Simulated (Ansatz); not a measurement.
**GaSiH4Cl: a spread of methods, bases and states**

Program: Ansatz 0.2.0, Gaussian basis. Level of theory: the settings change from run to run. These are calculated values, not measurements.

### Step 1. The geometry

The geometry comes from an earlier relaxation with PBE0-D4/def2-TZVP; it is a stationary point, not always the lowest conformer.

SMILES `[SiH3][GaH][Cl]`, 7 atoms, charge 0, spin multiplicity 1.

Atoms are counted from 1 here; the program's logs count them from 0.

Bond lengths: Si1–Ga2 2.404 Å, Si1–H4 1.487 Å, Si1–H5 1.487 Å, Si1–H6 1.487 Å, Ga2–Cl3 2.161 Å, Ga2–H7 1.564 Å. Angles: Ga2–Si1–H4 109.1°, Ga2–Si1–H5 109.1°, Ga2–Si1–H6 111.9°, H4–Si1–H5 108.8°, H4–Si1–H6 108.9°, H5–Si1–H6 108.9°, Si1–Ga2–Cl3 113.6°, Si1–Ga2–H7 133.0°, Cl3–Ga2–H7 113.3°.

As a file:

```tsv
atom	x (Å)	y (Å)	z (Å)
Si1	-0.8871	0.5685	-0.3002
Ga2	1.0025	-0.5995	0.6193
Cl3	2.1811	-1.6420	-0.8617
H4	-1.7756	-0.4069	-0.9865
H5	-0.4076	1.5636	-1.2961
H6	-1.6670	1.2750	0.7508
H7	1.5537	-0.7588	2.0743
```

### Step 2. HSE06/def2-TZVPP

This run has charge +1, multiplicity 2, atoms shaken by 0.03 Å.

Input file in.yaml:

```yaml
crystal:
  periodic: [false, false, false]
  atoms:
    - {symbol: Si, position_ang: [-0.894676, 0.603667, -0.307717]}
    - {symbol: Ga, position_ang: [1.019825, -0.655045, 0.640634]}
    - {symbol: Cl, position_ang: [2.181992, -1.678369, -0.808304]}
    - {symbol: H, position_ang: [-1.758584, -0.413330, -0.977027]}
    - {symbol: H, position_ang: [-0.380616, 1.590830, -1.305063]}
    - {symbol: H, position_ang: [-1.689033, 1.270428, 0.769994]}
    - {symbol: H, position_ang: [1.532008, -0.805855, 2.098701]}
basis:
  gaussian: {orbitals: def2-TZVPP}
total_charge: 1
magnetization: {spin_polarized: true, initial_magnetization: 1}
hamiltonian: {xc: {name: HSE06}}
```

On the command line:

```
> ansatz run in.yaml --threads 2 --pin off --events-out ev --progress --plain --max-ram 32768MiB --backend cpu
```

**Question.** How long does this run take on 2 threads of AMD EPYC 7R13, shared host, and how much memory does it need?

About 6.5 s, with a peak of 0.71 GiB.
